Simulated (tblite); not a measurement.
# C6H9NSSi: the cost of one run

The runs use tblite 0.8.0 and PySCF 2.14.0, with density-fitted response routines of our own; the level of theory stands in each step. All values are computed, except where a source is named. Atoms count from 0, in the outputs and in this text.

**1. The starting structure**

18 atoms, charge 0, multiplicity 1; geometry from: force field or distance geometry start.

Bonds of the start (Å): C0–C1 1.49, C1–S2 1.45, C1–Si3 1.86, Si3–N4 1.77, N4–C5 1.37, C5–C6 1.36, C6–C7 1.38, C7–C8 1.38, C8–N4 1.34, C0–H9 1.13, C0–H10 1.09, C0–H11 1.10, Si3–H12 1.48, Si3–H13 1.47, C5–H14 1.09, C6–H15 1.08, C7–H16 1.08, C8–H17 1.10.

**2. Geometry optimisation with GFN2-xTB**

Job settings and geometry (Å):

```
{"job": {"kind": "relax", "xc": "GFN2-xTB", "basis": "xTB"}, "charge": 0, "multiplicity": 1}
C     -3.129200     0.596700     0.244800
C     -2.052400    -0.420100     0.048500
S     -2.001800    -1.594300     0.898500
Si    -0.771200    -0.142000    -1.268600
N      0.875700    -0.153800    -0.614100
C      1.904300     0.497100    -1.235100
C      3.050400     0.321800    -0.518800
C      2.753200    -0.456700     0.583700
C      1.401600    -0.733900     0.478200
H     -3.846000     0.381000    -0.606700
H     -3.660600     0.476900     1.191400
H     -2.676900     1.592700     0.111700
H     -1.020100     1.146600    -1.943000
H     -0.958000    -1.208600    -2.258400
H      1.808300     1.075400    -2.151600
H      4.007500     0.737500    -0.781100
H      3.460200    -0.766900     1.336300
H      0.846100    -1.343200     1.207800
```

Command:

```sh
> OMP_NUM_THREADS=1 python probes_run.py task.json out
```

The driver reads the jobs from task.json and runs them one after another.

**Question.** How long does this first job take on 1 thread of Arm Neoverse N1, shared host, and how much memory does it need?

About 2.6 s, with a peak of 0.18 GiB.
